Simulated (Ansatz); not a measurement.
A nudged elastic band was laid between two geometries of a periodic cell of 17 atoms, Rb$_{16}$N (host Rb, host structure bcc, interstitial N).

Method: DFT PBE, scalar-relativistic, plane waves, PAW in Ansatz. Settings: cutoff 420 eV, k mesh 2x2x2, fermi-dirac smearing 0.1 eV, no spin polarisation.

| Quantity | Value |
| --- | --- |
| movable images | 5 |
| climbing image | yes |
| spring | 5.0 eV/Å² |
| optimiser | quadratic models (default) |
| start path | straight line |
| force threshold | 0.05 eV/Å |
| iteration limit | 53 |
| end points | relaxed |

Image 0:

```xyz
17
Lattice="11.1800 0.0000 0.0000 0.0000 11.1800 0.0000 0.0000 0.0000 11.1800" Properties=species:S:1:pos:R:3
Rb -0.002 -0.820 -0.718
Rb 5.589 0.037 0.133
Rb -0.002 6.248 -0.729
Rb -0.002 -0.809 6.309
Rb 2.367 2.714 2.797
Rb 5.589 5.390 0.121
Rb 5.589 0.036 5.464
Rb 8.810 2.714 2.797
Rb -0.002 6.238 6.324
Rb 2.732 8.297 2.798
Rb 2.741 2.707 8.388
Rb 5.589 5.391 5.475
Rb 8.446 8.297 2.798
Rb 8.437 2.708 8.388
Rb 2.857 8.308 8.392
Rb 8.323 8.309 8.392
N -0.001 8.314 8.385
```

Image 6:

```xyz
17
Lattice="11.1800 0.0000 0.0000 0.0000 11.1800 0.0000 0.0000 0.0000 11.1800" Properties=species:S:1:pos:R:3
Rb -0.003 0.063 -0.068
Rb 5.587 -0.052 -0.071
Rb -0.003 5.531 -0.068
Rb -0.003 -0.059 5.503
Rb 2.921 2.798 2.847
Rb 5.587 5.650 -0.069
Rb 5.587 -0.435 5.502
Rb 8.253 2.799 2.847
Rb -0.003 5.658 5.502
Rb 2.052 8.391 1.976
Rb 2.921 2.801 8.168
Rb 5.587 6.034 5.499
Rb 9.123 8.391 1.977
Rb 8.253 2.801 8.168
Rb 2.066 8.389 9.042
Rb 9.105 8.389 9.042
N -0.002 8.388 11.107
```

Task: What changes between the two ends?

Result: Contacts lost: Rb1–Rb3, Rb1–Rb4, Rb3–Rb9, Rb4–Rb9, Rb4–N17, Rb5–Rb8, Rb7–Rb10, Rb7–Rb13. Contacts made: Rb1–Rb5, Rb1–Rb8, Rb3–Rb5, Rb3–Rb8, Rb4–Rb5, Rb4–Rb8, Rb5–Rb9, Rb7–Rb12. The atom that moves furthest is N17, by 2.72 Å; four of its nearest neighbours are Rb16 2.86, Rb15 2.86, Rb1 2.92, Rb3 2.92 Å at the first end and Rb1 2.86, Rb3 2.86, Rb10 2.90, Rb13 2.90 Å at the last.

Task: Give the energies along the band, and the barrier.

Result: The run converged. The highest image is number 3 of 0 to 6, 0.44 eV above the ends, which have the same energy within 2 meV. By the program's own check the climbing image is a first-order saddle point (lowest curvatures found: -0.31 and 0.05 eV/Å²). Limits of this set-up: coarse k mesh, odd electron count without spin, a small cell, in which the defect meets its images.

```
image  path coordinate (Å)  energy (eV)  Rb1–Rb3 (Å)  Rb1–Rb4 (Å)  Rb3–Rb9 (Å)
    0                 0.00         0.00         4.11         4.15         4.13
    1                 0.76         0.10         4.46         4.29         4.28
    2                 1.52         0.35         4.73         4.63         4.63
    3                 2.28         0.44         4.99         4.96         4.96
    4                 3.05         0.35         5.29         5.12         5.11
    5                 3.81         0.09         5.53         5.27         5.26
    6                 4.58         0.00         5.47         5.57         5.57
```

Task: What is the geometry of the highest image?

Result: 
```xyz
17
Lattice="11.1800 0.0000 0.0000 0.0000 11.1800 0.0000 0.0000 0.0000 11.1800" Properties=species:S:1:pos:R:3
Rb -0.002 -0.338 -0.357
Rb 5.588 0.064 0.062
Rb -0.002 5.849 -0.358
Rb -0.002 -0.300 5.862
Rb 2.558 2.758 2.848
Rb 5.588 5.449 0.059
Rb 5.588 -0.274 5.460
Rb 8.618 2.758 2.848
Rb -0.002 5.814 5.867
Rb 2.530 8.345 2.444
Rb 2.897 2.755 8.247
Rb 5.588 5.787 5.462
Rb 8.646 8.344 2.444
Rb 8.279 2.755 8.247
Rb 2.494 8.348 8.665
Rb 8.682 8.348 8.665
N -0.002 8.346 9.745
```

Time of the run: 7.2 min on 4 threads of Intel(R) Xeon(R) Platinum 8488C (Sapphire Rapids) (shared host), peak memory 5.7 GiB.
